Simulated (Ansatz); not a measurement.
# TaSnO3: the cost of one run

Program: Ansatz 0.2.0. Level of theory: DFT PBEsol+U (U_eff = 5 eV on Ta d), plane waves, PAW, no spin–orbit coupling unless a run says so. These are calculated values, not measurements.

**1. Starting point**

It takes space group Pm-3m (No. 221, cubic). Conventional cell: a = 3.880 Å, b = 3.880 Å, c = 3.880 Å, α = 90.00°, β = 90.00°, γ = 90.00°. Ta (site symmetry m-3m) is surrounded by 6 O at 1.94 Å. Around Sn (site symmetry m-3m) lie 12 O at 2.74 Å. O (site symmetry 4/mmm) has 2 Ta at 1.94 Å and 4 Sn at 2.74 Å as nearest neighbours.

As a file:

```
CELL_PARAMETERS angstrom
3.88000 0.00000 0.00000
0.00000 3.88000 0.00000
0.00000 0.00000 3.88000
ATOMIC_POSITIONS crystal
Ta 0.50000 0.50000 0.50000
Sn 0.00000 0.00000 0.00000
O 0.00000 0.50000 0.50000
O 0.50000 0.00000 0.50000
O 0.50000 0.50000 0.00000
```

An earlier series on this cell reached its lowest free state from «ferromagnetic start, free, natural orbitals of the symmetric run filled by rank», perhaps among other starts.

**2. Site moments held (series factor 0.3; the input gives the size)**

Contents of input.yaml:

```yaml
crystal:
  lattice:
    - [3.88000062, 0.0, 0.0]
    - [0.0, 3.88000062, 0.0]
    - [0.0, 0.0, 3.88000062]
  atoms:
    - { symbol: Ta, position: [0.5, 0.5, 0.5], spin: 0.3 }
    - { symbol: Sn, position: [0.0, 0.0, 0.0] }
    - { symbol: O, position: [0.0, 0.5, 0.5] }
    - { symbol: O, position: [0.5, 0.0, 0.5] }
    - { symbol: O, position: [0.5, 0.5, 0.0] }
basis:
  ecutwfc: 420
  ecutrho_ratio: 4
kpoints:
  mp_grid: { grid: [5, 5, 5] }
hamiltonian:
  xc: pbesol
  hubbard: { sites: [{ site: 0, l: d, u_eff: 5.0 }] }
scf:
  occupations: { method: gaussian, width: 0.05 }
  lower_state_search: "off"
  max_iter: 150
output:
  forces: true
  stress: true
  eigenvalues: true
  populations: true
  hubbard: { sites: [{ site: 0, l: d }] }
magnetization:
  spin_polarized: true
  spin_locking: { lock_spins: true }
```

The lock stays on to the end, so the result is a constrained state.

Run with:

```
> ansatz run input.yaml --threads 4 --pin off --max-ram 6144MiB --backend cpu --events-out ev --progress --plain --runs-dir out
```

Q: Estimate wall time and peak memory on 4 threads of Arm Neoverse V1, shared host.

About 2.4 s, with a peak of 0.38 GiB.
